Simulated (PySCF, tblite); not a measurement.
# C7H11OP: geometry, infrared bands and NMR shifts

What infrared bands and NMR shifts should C7H11OP (`CCP(C)c1ccoc1`) show?

Programs: tblite 0.8.0 and PySCF 2.14.0, with density-fitted response routines of our own. Each step states its level of theory. These are calculated values for one molecule in the gas phase, unless marked as measured. Atoms count from 0, in the outputs and in this text.

**1. The starting structure**

20 atoms, charge 0, multiplicity 1; geometry from: force field or distance geometry start.

Bonds of the start (Å): C0–C1 1.51, C1–P2 1.82, P2–C3 1.84, P2–C4 1.79, C4–C5 1.39, C5–C6 1.38, C6–O7 1.31, O7–C8 1.31, C8–C4 1.39, C0–H9 1.12, C0–H10 1.11, C0–H11 1.09, C1–H12 1.12, C1–H13 1.12, C3–H14 1.11, C3–H15 1.11, C3–H16 1.13, C5–H17 1.10, C6–H18 1.08, C8–H19 1.09.

**2. Optimising the geometry with GFN2-xTB**

What the job is given:

```
{"job": {"kind": "relax", "xc": "GFN2-xTB", "basis": "xTB"}, "charge": 0, "multiplicity": 1}
C     -2.390400    -0.688000     0.823900
C     -1.656000    -0.950800    -0.472000
P     -0.315300     0.232800    -0.809100
C     -0.821700     1.989300    -0.969500
C      1.277700    -0.083800    -0.045600
C      2.391300    -0.707800    -0.601500
C      3.394000    -0.721700     0.350600
O      2.905500    -0.136400     1.419700
C      1.669000     0.254800     1.241500
H     -3.081400    -1.542800     1.034900
H     -3.020200     0.210100     0.657200
H     -1.656200    -0.530200     1.620100
H     -2.440900    -0.857300    -1.258900
H     -1.331600    -2.024400    -0.524500
H     -1.925500     2.026800    -1.079600
H     -0.412900     2.415600    -1.906500
H     -0.513300     2.623800    -0.093000
H      2.467800    -1.120700    -1.614100
H      4.376400    -1.144500     0.219700
H      1.078400     0.765900     2.003700
```

Run with:

```bash
$ OMP_NUM_THREADS=1 python probes_run.py task.json out
```

This one command runs all jobs of the session in turn.

**Question.** This job is followed by: GFN2-xTB harmonic vibrations, gas phase; GIAO PBE0/pcSseg-1 NMR shielding, non-relativistic, gas phase. What will the session give for the following? strongest single infrared mode (GFN2-xTB); zero-point energy (GFN2-xTB); 13C shifts against TMS (PBE0/pcSseg-1); 1H shifts against TMS (PBE0/pcSseg-1, means over atoms taken as alike); 31P shifts against H3PO4 (PBE0/pcSseg-1); 17O shifts against H2O (PBE0/pcSseg-1); surface potential, 1st and 99th percentile.

The runs gave:

| quantity | value |
| --- | --- |
| strongest single infrared mode (GFN2-xTB) | 1463 cm⁻¹, 77 km/mol |
| zero-point energy (GFN2-xTB) | 101.4 kcal/mol |
| 13C shifts against TMS (PBE0/pcSseg-1) | 148.9, 147.3, 131.7, 118.8, 24.3, 9.8, 7.6 ppm |
| 1H shifts against TMS (PBE0/pcSseg-1, means over atoms taken as alike) | 7.61, 7.20, 6.61, 1.65, 1.29, 0.89 ppm |
| 31P shifts against H3PO4 (PBE0/pcSseg-1) | -64.7 ppm |
| 17O shifts against H2O (PBE0/pcSseg-1) | 308.4 ppm |
| surface potential, 1st and 99th percentile | -1.18 V and 1.12 V |

**Reading.** The optimisation took 175 steps and gained 1.924 eV; among the close pairs (by a distance rule), C1–P2 changed most, from 1.820 to 1.869 Å. No mode is imaginary among the 54: a minimum at this level. The strongest single mode, at 1463 cm⁻¹, is carried by C6, C8, C4, C5. Unscaled tight-binding wavenumbers are off by several per cent, some by more. Its intensities can rank the bands wrongly. At PBE0/pcSseg-1: The largest span, 379 ppm, is at O7, where the paramagnetic term is -371 ppm. NICS(1)zz of -26 ppm above the planar ring from C4 marks a diatropic (aromatic) ring current.
